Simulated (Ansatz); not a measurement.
Predict the output of the script below (Ansatz 0.2.0, Python API).

`ch5clge_field.py`:
```python
# -*- coding: utf-8 -*-
'''Dipole of CH5ClGe in the field of point charges.'''

import ansatz as az
from ase import Atoms
import numpy as np

atoms = Atoms(['C', 'Ge', 'Cl', 'H', 'H', 'H', 'H', 'H'], positions=[
    [-0.5254, 0.7622, -0.3529],
    [0.4119, -0.7698, 0.2032],
    [1.6106, -0.263, 1.9013],
    [0.2128, 1.6213, -0.6461],
    [-1.2185, 1.1495, 0.4484],
    [-1.2034, 0.5666, -1.2427],
    [1.3463, -1.2521, -0.953],
    [-0.5421, -1.8718, 0.586],
])
geometry = az.Crystal.molecule_from_ase(atoms)

base = geometry.calculation().basis(gaussian='def2-SVP').functional('pbe0').forces()
# charges +q and -q at -R and +R make a nearly even field 2 k q / R^2 at the centre
centre = np.mean([site.position_ang for site in geometry.cartesian_sites], axis=0)
field = 2 * 14.399645 * 4.0 / 25.0 ** 2


def dipole(axis, sign):
    arm = 25.0 * np.eye(3)[axis]
    pair = [{'charge': sign * 4.0, 'position_ang': (centre - arm).tolist()}, {'charge': -sign * 4.0, 'position_ang': (centre + arm).tolist()}]
    deck = base.input().set(az.key.basis.gaussian.point_charges, pair)
    return np.array(az.Session.from_dict(deck).plan().execute().report['charge_distribution']['dipole_moment_e_ang'])


print(f'field {field:.4f} V/A')
alpha = np.array([(dipole(axis, 1) - dipole(axis, -1)) / (2 * field) * 14.399645 for axis in range(3)])
print('polarisability tensor (A^3)')
print(np.array2string(alpha, precision=3, suppress_small=True))
print(f'mean {np.trace(alpha) / 3:.3f} A^3 = {np.trace(alpha) / 3 / 0.14818471:.2f} bohr^3')
```

```console
$ python ch5clge_field.py
field 0.1843 V/A
polarisability tensor (A^3)
[[ 6.844 -0.083  0.814]
 [-0.065  6.597  0.085]
 [ 0.83   0.095  7.26 ]]
mean 6.900 A^3 = 46.57 bohr^3
```

The geometry is a force-field or estimated start, not a minimum of this method, and the basis set is short of its limit. The field of two point charges is only nearly even. Without diffuse functions polarisabilities are unreliable, as a rule too low, and they change with the bond lengths of this unrelaxed start. Run time: 21 s on 1 thread of Arm Neoverse V1 (shared host), peak memory 0.25 GiB.
